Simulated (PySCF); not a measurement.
# Rh: excitation energies in aug-cc-pVTZ-PP plus 1 even-tempered diffuse shell per l with ECP28, part 2 of 2

Aim: the excitation energy of rhodium from differences of total energies, at each level of theory, and how far each lands from the tabulated value where there is one.

PySCF 2.14.0; aug-cc-pVTZ-PP plus 1 even-tempered diffuse shell per l with ECP28, scalar relativity through the core potential. The scripts are equivalent inputs of a driver's runs.

## 3. Rh [Kr] 4d7 5s2

UHF:

input.py

```python
from pyscf import gto, scf, dft, mp, cc
import basis_set_exchange as bse
txt = bse.get_basis("aug-cc-pVTZ-PP", elements=["Rh"], fmt="nwchem", header=False, augment_diffuse=1)
cut = txt.index("\nECP")
mol = gto.M(atom="Rh 0 0 0", charge=0, spin=3, symmetry="D2h",
            basis=gto.basis.parse(txt[:cut]),
            ecp={"Rh": gto.basis.parse_ecp(txt[cut:])})
mf = scf.UHF(mol)
mf.irrep_nelec = {'Ag': (4, 3), 'B1g': (1, 1), 'B2g': (1, 0), 'B3g': (1, 0), 'B1u': (1, 1), 'B2u': (1, 1), 'B3u': (1, 1)}
mf.kernel()
```

The program printed:

```text
damping factor = 0
level_shift factor = 0
DIIS = <class 'pyscf.scf.diis.CDIIS'>
diis_start_cycle = 1
diis_space = 10
diis_damp = 0
SCF conv_tol = 1e-09
SCF conv_tol_grad = None
number electrons alpha = 10  beta = 7
cycle= 1 E= -109.343596286034  delta_E= -0.00905  |g|= 0.0392  |ddm|= 0.0486
cycle= 2 E= -109.343997647292  delta_E= -0.000401  |g|= 0.00918  |ddm|= 0.0113
cycle= 3 E= -109.344027048242  delta_E= -2.94e-05  |g|= 0.00143  |ddm|= 0.00514
cycle= 4 E= -109.344028366687  delta_E= -1.32e-06  |g|= 0.000653  |ddm|= 0.00137
cycle= 5 E= -109.344028753731  delta_E= -3.87e-07  |g|= 8.12e-05  |ddm|= 0.00101
cycle= 6 E= -109.344028761188  delta_E= -7.46e-09  |g|= 1.41e-05  |ddm|= 0.000184
cycle= 7 E= -109.344028761729  delta_E= -5.41e-10  |g|= 2.8e-06  |ddm|= 6.44e-05
converged SCF energy = -109.344028761729  <S^2> = 3.7661498  2S+1 = 4.0080667
```

It used 5.3 s of CPU time after the integrals (shared host).

The occupied shells:

```
shell  electrons  mean orbital energy (eV)  spread (eV)  rms radius (bohr)
 4s α          1                   -108.22            0               1.05
 4s β          1                   -102.57            0               1.05
 4p α          3                   -71.262            0               1.16
 4p β          3                   -64.223            0               1.16
 4d α          5                   -16.580        1.202               1.62
 4d β          2                   -13.978            0               1.62
 5s α          1                    -7.624            0               3.60
 5s β          1                    -6.561            0               3.60
```

⟨S²⟩ = 3.766, ⟨L²⟩ = 12.06.

Energies and moments cover only the electrons outside the core potential.

LDA:

input.py, as changed from the run before:

```diff
@@ -7,3 +7,3 @@
             ecp={"Rh": gto.basis.parse_ecp(txt[cut:])})
-mf = scf.UHF(mol)
+mf = dft.UKS(mol, xc="LDA,VWN")
 mf.irrep_nelec = {'Ag': (4, 3), 'B1g': (1, 1), 'B2g': (1, 0), 'B3g': (1, 0), 'B1u': (1, 1), 'B2u': (1, 1), 'B3u': (1, 1)}
```

The program printed:

```text
damping factor = 0
level_shift factor = 0
DIIS = <class 'pyscf.scf.diis.CDIIS'>
diis_start_cycle = 1
diis_space = 10
diis_damp = 0
SCF conv_tol = 1e-09
SCF conv_tol_grad = None
number electrons alpha = 10  beta = 7
XC functionals = LDA,VWN
    P. A. M. Dirac.,  Math. Proc. Cambridge Philos. Soc. 26, 376 (1930)
    F. Bloch.,  Z. Phys. 57, 545 (1929)
    S. H. Vosko, L. Wilk, and M. Nusair.,  Can. J. Phys. 58, 1200 (1980)
cycle= 1 E= -109.841331603872  delta_E= -0.014  |g|= 0.118  |ddm|= 0.295
cycle= 2 E= -109.838066275967  delta_E= 0.00327  |g|= 0.155  |ddm|= 0.146
cycle= 3 E= -109.845298039125  delta_E= -0.00723  |g|= 0.00217  |ddm|= 0.0886
cycle= 4 E= -109.845300353123  delta_E= -2.31e-06  |g|= 0.00039  |ddm|= 0.00243
cycle= 5 E= -109.845300421551  delta_E= -6.84e-08  |g|= 2.6e-06  |ddm|= 0.000335
cycle= 6 E= -109.845300421555  delta_E= -3.92e-12  |g|= 1.46e-07  |ddm|= 4.66e-06
converged SCF energy = -109.845300421555  <S^2> = 3.7554825  2S+1 = 4.0027403
```

It used 1.8 s of CPU time after the integrals (shared host).

PBE:

input.py, as changed from the run before:

```diff
@@ -7,3 +7,3 @@
             ecp={"Rh": gto.basis.parse_ecp(txt[cut:])})
-mf = dft.UKS(mol, xc="LDA,VWN")
+mf = dft.UKS(mol, xc="PBE")
 mf.irrep_nelec = {'Ag': (4, 3), 'B1g': (1, 1), 'B2g': (1, 0), 'B3g': (1, 0), 'B1u': (1, 1), 'B2u': (1, 1), 'B3u': (1, 1)}
```

The program printed:

```text
damping factor = 0
level_shift factor = 0
DIIS = <class 'pyscf.scf.diis.CDIIS'>
diis_start_cycle = 1
diis_space = 10
diis_damp = 0
SCF conv_tol = 1e-09
SCF conv_tol_grad = None
number electrons alpha = 10  beta = 7
XC functionals = PBE
    J. P. Perdew, K. Burke, and M. Ernzerhof.,  Phys. Rev. Lett. 77, 3865 (1996)
    J. P. Perdew, K. Burke, and M. Ernzerhof.,  Phys. Rev. Lett. 78, 1396 (1997)
    J. P. Perdew, K. Burke, and M. Ernzerhof.,  Phys. Rev. Lett. 77, 3865 (1996)
    J. P. Perdew, K. Burke, and M. Ernzerhof.,  Phys. Rev. Lett. 78, 1396 (1997)
cycle= 1 E= -110.075739793269  delta_E= -0.0136  |g|= 0.052  |ddm|= 0.251
cycle= 2 E= -110.075149697884  delta_E= 0.00059  |g|= 0.0668  |ddm|= 0.0672
cycle= 3 E= -110.076504186314  delta_E= -0.00135  |g|= 0.00165  |ddm|= 0.0391
cycle= 4 E= -110.07650537682  delta_E= -1.19e-06  |g|= 0.000372  |ddm|= 0.0018
cycle= 5 E= -110.076505444004  delta_E= -6.72e-08  |g|= 4.5e-06  |ddm|= 0.000354
cycle= 6 E= -110.076505444011  delta_E= -7.11e-12  |g|= 2.06e-07  |ddm|= 3.72e-06
converged SCF energy = -110.076505444011  <S^2> = 3.756515  2S+1 = 4.0032562
```

CPU time 2.6 s on a shared host, the integrals not counted.

PBE0:

input.py, as changed from the run before:

```diff
@@ -7,3 +7,3 @@
             ecp={"Rh": gto.basis.parse_ecp(txt[cut:])})
-mf = dft.UKS(mol, xc="PBE")
+mf = dft.UKS(mol, xc="PBE0")
 mf.irrep_nelec = {'Ag': (4, 3), 'B1g': (1, 1), 'B2g': (1, 0), 'B3g': (1, 0), 'B1u': (1, 1), 'B2u': (1, 1), 'B3u': (1, 1)}
```

The program printed:

```text
damping factor = 0
level_shift factor = 0
DIIS = <class 'pyscf.scf.diis.CDIIS'>
diis_start_cycle = 1
diis_space = 10
diis_damp = 0
SCF conv_tol = 1e-09
SCF conv_tol_grad = None
number electrons alpha = 10  beta = 7
XC functionals = PBE0
    C. Adamo and V. Barone.,  J. Chem. Phys. 110, 6158 (1999)
    M. Ernzerhof and G. E. Scuseria.,  J. Chem. Phys. 110, 5029 (1999)
cycle= 1 E= -110.056130718643  delta_E= -0.00959  |g|= 0.0256  |ddm|= 0.166
cycle= 2 E= -110.056273470417  delta_E= -0.000143  |g|= 0.0188  |ddm|= 0.0367
cycle= 3 E= -110.056376992132  delta_E= -0.000104  |g|= 0.00406  |ddm|= 0.0129
cycle= 4 E= -110.056382023184  delta_E= -5.03e-06  |g|= 6.56e-05  |ddm|= 0.00324
cycle= 5 E= -110.056382028517  delta_E= -5.33e-09  |g|= 1.19e-05  |ddm|= 0.000145
cycle= 6 E= -110.056382028601  delta_E= -8.42e-11  |g|= 2.37e-06  |ddm|= 1.64e-05
converged SCF energy = -110.056382028601  <S^2> = 3.7574081  2S+1 = 4.0037023
```

CPU time 4.5 s on a shared host, the integrals not counted.

r2SCAN:

input.py, as changed from the run before:

```diff
@@ -7,3 +7,3 @@
             ecp={"Rh": gto.basis.parse_ecp(txt[cut:])})
-mf = dft.UKS(mol, xc="PBE0")
+mf = dft.UKS(mol, xc="R2SCAN")
 mf.irrep_nelec = {'Ag': (4, 3), 'B1g': (1, 1), 'B2g': (1, 0), 'B3g': (1, 0), 'B1u': (1, 1), 'B2u': (1, 1), 'B3u': (1, 1)}
```

The program printed:

```text
damping factor = 0
level_shift factor = 0
DIIS = <class 'pyscf.scf.diis.CDIIS'>
diis_start_cycle = 1
diis_space = 10
diis_damp = 0
SCF conv_tol = 1e-09
SCF conv_tol_grad = None
number electrons alpha = 10  beta = 7
XC functionals = R2SCAN
    J. W. Furness, A. D. Kaplan, J. Ning, J. P. Perdew, and J. Sun.,  J. Phys. Chem. Lett. 11, 8208-8215 (2020)
    J. W. Furness, A. D. Kaplan, J. Ning, J. P. Perdew, and J. Sun.,  J. Phys. Chem. Lett. 11, 9248-9248 (2020)
    J. W. Furness, A. D. Kaplan, J. Ning, J. P. Perdew, and J. Sun.,  J. Phys. Chem. Lett. 11, 8208-8215 (2020)
    J. W. Furness, A. D. Kaplan, J. Ning, J. P. Perdew, and J. Sun.,  J. Phys. Chem. Lett. 11, 9248-9248 (2020)
cycle= 1 E= -110.101096332048  delta_E= -0.0136  |g|= 0.032  |ddm|= 0.212
cycle= 2 E= -110.101103805614  delta_E= -7.47e-06  |g|= 0.0346  |ddm|= 0.0539
cycle= 3 E= -110.101474411723  delta_E= -0.000371  |g|= 0.00286  |ddm|= 0.0213
cycle= 4 E= -110.101477828679  delta_E= -3.42e-06  |g|= 0.000216  |ddm|= 0.00577
cycle= 5 E= -110.101477893229  delta_E= -6.45e-08  |g|= 6.09e-05  |ddm|= 0.00187
cycle= 6 E= -110.101477897815  delta_E= -4.59e-09  |g|= 1.09e-05  |ddm|= 0.000483
cycle= 7 E= -110.101477898029  delta_E= -2.14e-10  |g|= 9.47e-07  |ddm|= 0.000114
converged SCF energy = -110.101477898029  <S^2> = 3.7632046  2S+1 = 4.0065969
```

CPU time 5.7 s on a shared host, the integrals not counted.

revPBE:

input.py, as changed from the run before:

```diff
@@ -7,3 +7,3 @@
             ecp={"Rh": gto.basis.parse_ecp(txt[cut:])})
-mf = dft.UKS(mol, xc="R2SCAN")
+mf = dft.UKS(mol, xc="PBE_R,PBE")
 mf.irrep_nelec = {'Ag': (4, 3), 'B1g': (1, 1), 'B2g': (1, 0), 'B3g': (1, 0), 'B1u': (1, 1), 'B2u': (1, 1), 'B3u': (1, 1)}
```

The program printed:

```text
damping factor = 0
level_shift factor = 0
DIIS = <class 'pyscf.scf.diis.CDIIS'>
diis_start_cycle = 1
diis_space = 10
diis_damp = 0
SCF conv_tol = 1e-09
SCF conv_tol_grad = None
number electrons alpha = 10  beta = 7
XC functionals = PBE_R,PBE
    Y. Zhang and W. Yang.,  Phys. Rev. Lett. 80, 890 (1998)
    J. P. Perdew, K. Burke, and M. Ernzerhof.,  Phys. Rev. Lett. 77, 3865 (1996)
    J. P. Perdew, K. Burke, and M. Ernzerhof.,  Phys. Rev. Lett. 78, 1396 (1997)
cycle= 1 E= -110.120273709968  delta_E= -0.0134  |g|= 0.0415  |ddm|= 0.238
cycle= 2 E= -110.119932158521  delta_E= 0.000342  |g|= 0.0522  |ddm|= 0.0592
cycle= 3 E= -110.120757925606  delta_E= -0.000826  |g|= 0.00182  |ddm|= 0.031
cycle= 4 E= -110.120759264032  delta_E= -1.34e-06  |g|= 0.000336  |ddm|= 0.00178
cycle= 5 E= -110.120759320295  delta_E= -5.63e-08  |g|= 1.04e-05  |ddm|= 0.000357
cycle= 6 E= -110.120759320346  delta_E= -5.1e-11  |g|= 3.99e-07  |ddm|= 8.5e-06
converged SCF energy = -110.120759320346  <S^2> = 3.7574529  2S+1 = 4.0037247
```

It used 2.4 s of CPU time after the integrals (shared host).

BHandHLYP:

input.py, as changed from the run before:

```diff
@@ -7,3 +7,3 @@
             ecp={"Rh": gto.basis.parse_ecp(txt[cut:])})
-mf = dft.UKS(mol, xc="PBE_R,PBE")
+mf = dft.UKS(mol, xc="BHANDHLYP")
 mf.irrep_nelec = {'Ag': (4, 3), 'B1g': (1, 1), 'B2g': (1, 0), 'B3g': (1, 0), 'B1u': (1, 1), 'B2u': (1, 1), 'B3u': (1, 1)}
```

The program printed:

```text
damping factor = 0
level_shift factor = 0
DIIS = <class 'pyscf.scf.diis.CDIIS'>
diis_start_cycle = 1
diis_space = 10
diis_damp = 0
SCF conv_tol = 1e-09
SCF conv_tol_grad = None
number electrons alpha = 10  beta = 7
XC functionals = BHANDHLYP
    A. D. Becke.,  J. Chem. Phys. 98, 1372 (1993)
    Defined through Gaussian implementation.
cycle= 1 E= -109.977537961501  delta_E= -0.00755  |g|= 0.0192  |ddm|= 0.141
cycle= 2 E= -109.977768683117  delta_E= -0.000231  |g|= 0.00342  |ddm|= 0.0247
cycle= 3 E= -109.97777988408  delta_E= -1.12e-05  |g|= 0.000645  |ddm|= 0.00759
cycle= 4 E= -109.977780086031  delta_E= -2.02e-07  |g|= 0.000277  |ddm|= 0.000817
cycle= 5 E= -109.977780129925  delta_E= -4.39e-08  |g|= 1.82e-05  |ddm|= 0.000507
cycle= 6 E= -109.977780130261  delta_E= -3.36e-10  |g|= 8.38e-07  |ddm|= 4.35e-05
converged SCF energy = -109.977780130261  <S^2> = 3.7565254  2S+1 = 4.0032614
```

It used 4.1 s of CPU time after the integrals (shared host).

B97-3:

input.py, as changed from the run before:

```diff
@@ -7,3 +7,3 @@
             ecp={"Rh": gto.basis.parse_ecp(txt[cut:])})
-mf = dft.UKS(mol, xc="BHANDHLYP")
+mf = dft.UKS(mol, xc="HYB_GGA_XC_B97_3")
 mf.irrep_nelec = {'Ag': (4, 3), 'B1g': (1, 1), 'B2g': (1, 0), 'B3g': (1, 0), 'B1u': (1, 1), 'B2u': (1, 1), 'B3u': (1, 1)}
```

The program printed:

```text
damping factor = 0
level_shift factor = 0
DIIS = <class 'pyscf.scf.diis.CDIIS'>
diis_start_cycle = 1
diis_space = 10
diis_damp = 0
SCF conv_tol = 1e-09
SCF conv_tol_grad = None
number electrons alpha = 10  beta = 7
XC functionals = HYB_GGA_XC_B97_3
    T. W. Keal and D. J. Tozer.,  J. Chem. Phys. 123, 121103 (2005)
cycle= 1 E= -110.086323280296  delta_E= -0.00777  |g|= 0.0152  |ddm|= 0.16
cycle= 2 E= -110.086432491666  delta_E= -0.000109  |g|= 0.00688  |ddm|= 0.0241
cycle= 3 E= -110.086445222645  delta_E= -1.27e-05  |g|= 0.00371  |ddm|= 0.00677
cycle= 4 E= -110.086449282546  delta_E= -4.06e-06  |g|= 7.24e-05  |ddm|= 0.00264
cycle= 5 E= -110.086449287406  delta_E= -4.86e-09  |g|= 1.18e-05  |ddm|= 0.000181
cycle= 6 E= -110.086449287487  delta_E= -8.09e-11  |g|= 2.85e-06  |ddm|= 1.77e-05
converged SCF energy = -110.086449287487  <S^2> = 3.7560172  2S+1 = 4.0030075
```

CPU time 4.2 s on a shared host, the integrals not counted.

MP2 (valence):

input.py, as changed from the run before:

```diff
@@ -7,4 +7,5 @@
             ecp={"Rh": gto.basis.parse_ecp(txt[cut:])})
-mf = dft.UKS(mol, xc="HYB_GGA_XC_B97_3")
+mf = scf.UHF(mol)
 mf.irrep_nelec = {'Ag': (4, 3), 'B1g': (1, 1), 'B2g': (1, 0), 'B3g': (1, 0), 'B1u': (1, 1), 'B2u': (1, 1), 'B3u': (1, 1)}
 mf.kernel()
+mp.UMP2(mf, frozen=4).kernel()
```

This step left no log, only its results.

It used 2.6 s of CPU time after the integrals (shared host).

With 9 electrons correlated, the MP2 correlation energy is -0.24269 hartree (-0.09251 same spin, -0.15018 opposite spin); the SCS form gives -0.21106. Largest pairs of shells: 4d-4d -0.1583, 4d-5s -0.0631, 5s-5s -0.0213.

Radial density 4πr²ρ of Rh at UHF, the electrons outside the core potential:

```
r (bohr)   density  spin density
  0.0178  1.23e-05         0.000
  0.0299  3.10e-05         0.000
  0.0504  7.20e-05         0.000
  0.0847  0.000231         0.000
   0.142   0.00203         0.000
   0.240    0.0309         0.006
   0.403     0.749         0.106
   0.678      9.15         1.061
    1.14      13.4         2.419
    1.92      3.71         1.090
    3.23     0.905         0.092
    5.43     0.145        -0.023
    9.13   0.00335        -0.001
```

## 4. How the shells move

Highest occupied Hartree-Fock shell of each state: Rh [Kr] 4d7 5s1 6s1 6s α at -2.343 eV; Rh [Kr] 4d7 5s2 5s β at -6.561 eV.

## 5. The energy differences

Excitation energy: Rh [Kr] 4d8 5s1 (4F) → Rh [Kr] 4d7 5s1 6s1 (6F).

```
           method  value (eV)
              UHF       5.256
              LDA       7.421
              PBE       7.104
             PBE0       6.871
           r2SCAN       6.958
           revPBE       7.023
        BHandHLYP       6.804
            B97-3       7.097
    MP2 (valence)       6.974
SCS-MP2 (valence)       7.117
```

Excitation energy: Rh [Kr] 4d8 5s1 (4F) → Rh [Kr] 4d7 5s2 (4F).

```
           method  value (eV)
              UHF       1.259
              LDA       1.746
              PBE       1.816
             PBE0       1.786
           r2SCAN       1.742
           revPBE       1.879
        BHandHLYP       1.517
            B97-3       1.582
    MP2 (valence)       1.699
SCS-MP2 (valence)       1.630
```

The differences also use runs on Rh [Kr] 4d8 5s1 (4F), which are not shown here.

## 6. Summary of results

What follows sums up all 2 parts.

| quantity | value |
| --- | --- |
| excitation energy, Rh → [Kr] 4d7 5s1 6s1 | UHF 5.256, MP2 (valence) 6.974 eV |
| excitation energy, Rh → [Kr] 4d7 5s2 | UHF 1.259, MP2 (valence) 1.699 eV |

For the first difference the methods span 2.166 eV, from UHF (5.256) to LDA (7.421). No reference value is at hand in this session. The basis is finite, and no extrapolation was made.
